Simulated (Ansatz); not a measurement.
**B2H6SeSi: vertical spin-state energies, by script**

Which spin state of B2H6SeSi lies lowest at this geometry? Aim: vertical spin-state energies, for B2H6SeSi, run from a script. SMILES: B[SiH2][Se]B.

Program: the Python package of Ansatz 0.2.0. Level of theory: r2SCAN+D3(BJ)/cc-pVDZ. These are calculated values, not measurements.

## 1. The system

Bond lengths: B1–Si2 1.888 Å, Si2–Se3 2.259 Å, Se3–B4 1.920 Å, B1–H5 1.189 Å, B1–H6 1.239 Å, Si2–H7 1.494 Å, Si2–H8 1.453 Å, B4–H9 1.150 Å, B4–H10 1.252 Å. Angles: B1–Si2–Se3 108.2°, B1–Si2–H7 109.9°, B1–Si2–H8 111.9°, Se3–Si2–H7 109.0°, Se3–Si2–H8 109.7°, H7–Si2–H8 108.1°, Si2–B1–H5 122.2°, Si2–B1–H6 121.1°, H5–B1–H6 116.4°, Si2–Se3–B4 92.9°, Se3–B4–H9 124.7°, Se3–B4–H10 120.4°, H9–B4–H10 114.8°.

No structure file is read: the coordinates are typed or built in the script.

## 2. Script

Input file spin.py:

```python
import ansatz as az

molecule = (
    az.Crystal.molecule()
    .atom("B", [-0.7372, 1.5173, 0.2567])
    .atom("Si", [0.6759, 0.6771, -0.6724])
    .atom("Se", [1.59, -0.8779, 0.688])
    .atom("B", [0.0639, -2.0356, 0.5542])
    .atom("H", [-1.7047, 0.9229, 0.6104])
    .atom("H", [-0.752, 2.7445, 0.4246])
    .atom("H", [1.7191, 1.6841, -1.0315])
    .atom("H", [0.2178, 0.0459, -1.8982])
    .atom("H", [-0.0861, -2.828, -0.2663])
    .atom("H", [-0.9037, -1.9014, 1.3375])
)

setup = molecule.calculation().basis(gaussian="cc-pVDZ").functional("r2scan", dispersion="d3bj")
found = {}
for unpaired in [0, 2]:
    r = setup.spin("collinear", total=unpaired).run(threads=1).report
    s = unpaired / 2
    found[unpaired] = r["free_energy_ev"]
    print(f"2S+1 = {unpaired + 1}: E = {found[unpaired]:.5f} eV, <S^2> = {abs(r['mean_field']['state']['spin_squared']):.3f} (pure state {s * (s + 1):.2f})")
lowest = min(found, key=found.get)
for unpaired, e in found.items():
    print(f"multiplicity {unpaired + 1}: {(e - found[lowest]):.3f} eV above the lowest")
```

## 3. The input behind the calls

The package turns the script's settings into the engine's input (first run):

```yaml
crystal:
  periodic: [false, false, false]
  atoms:
    - { symbol: B, position_ang: [-0.7372, 1.5173, 0.2567] }
    - { symbol: Si, position_ang: [0.6759, 0.6771, -0.6724] }
    - { symbol: Se, position_ang: [1.59, -0.8779, 0.688] }
    - { symbol: B, position_ang: [0.0639, -2.0356, 0.5542] }
    - { symbol: H, position_ang: [-1.7047, 0.9229, 0.6104] }
    - { symbol: H, position_ang: [-0.752, 2.7445, 0.4246] }
    - { symbol: H, position_ang: [1.7191, 1.6841, -1.0315] }
    - { symbol: H, position_ang: [0.2178, 0.0459, -1.8982] }
    - { symbol: H, position_ang: [-0.0861, -2.828, -0.2663] }
    - { symbol: H, position_ang: [-0.9037, -1.9014, 1.3375] }
basis:
  gaussian:
    orbitals: cc-pVDZ
hamiltonian:
  xc: r2scan
  dispersion: d3bj
magnetization:
  spin_polarized: true
  initial_magnetization: 0.0
```

## 4. The run

On the command line:

```sh
$ python spin.py
```

**Question.** Which spin state is lowest at this geometry, and how far above lie the others?

**Answer**, as computed:

```
        quantity             value
   runs compared                 2
          lowest  run 1 (2S+1 = 1)
next above it by          2.136 eV
```

In words: In order: multiplicity 1 (+0.00 eV) and multiplicity 3 (+2.14 eV), all at the one geometry. Reading the output:
- The geometry is a force-field or estimated start, not a minimum of this method, and the basis set is short of its limit. All parts are taken at fixed geometry, without zero-point energy.
- A dispersion term here runs with damping parameters fitted for another variant or functional.
